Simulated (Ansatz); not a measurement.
# CH3BiClF: the cost of one run

Method: RKS B3LYP-D4/def2-SVP, in Ansatz 0.2.0.

**1. The structure to begin with**

Bond lengths: C1–Bi2 2.228 Å, Bi2–F3 2.062 Å, Bi2–Cl4 2.438 Å, C1–H5 1.174 Å, C1–H6 1.077 Å, C1–H7 1.132 Å. Angles: C1–Bi2–F3 88.3°, C1–Bi2–Cl4 90.8°, F3–Bi2–Cl4 89.1°, Bi2–C1–H5 108.1°, Bi2–C1–H6 113.9°, Bi2–C1–H7 111.0°, H5–C1–H6 107.0°, H5–C1–H7 106.2°, H6–C1–H7 110.1°.

Structure file:

```xyz
7

C    -0.2918    0.7748    0.2966
Bi    0.7496   -0.4359   -1.2564
F     1.9419   -1.2140    0.2351
Cl   -0.8110   -2.2773   -0.9138
H    -1.2888    1.1846   -0.1673
H    -0.5600    0.2168    1.1778
H     0.3214    1.6830    0.5822
```

**2. Relaxing end A**

input.yaml reads:

```yaml
crystal:
  periodic: [false, false, false]
  atoms:
    - { symbol: C, position_ang: [-0.2918, 0.7748, 0.2966] }
    - { symbol: Bi, position_ang: [0.7496, -0.4359, -1.2564] }
    - { symbol: F, position_ang: [1.9419, -1.214, 0.2351] }
    - { symbol: Cl, position_ang: [-0.811, -2.2773, -0.9138] }
    - { symbol: H, position_ang: [-1.2888, 1.1846, -0.1673] }
    - { symbol: H, position_ang: [-0.56, 0.2168, 1.1778] }
    - { symbol: H, position_ang: [0.3214, 1.683, 0.5822] }
basis:
  gaussian: { orbitals: def2-SVP }
hamiltonian:
  xc: b3lyp
  dispersion: d4
relax:
  f_tol: 0.015
  max_steps: 40
```

Started as:

```bash
ansatz run input.yaml --threads 1 --pin off --max-ram 2048MiB --backend cpu --events-out ev --progress --plain --runs-dir out
```

What time and memory should one allow on 1 thread of Arm Neoverse V2, shared host?

About 1.9 min, with a peak of 0.19 GiB.
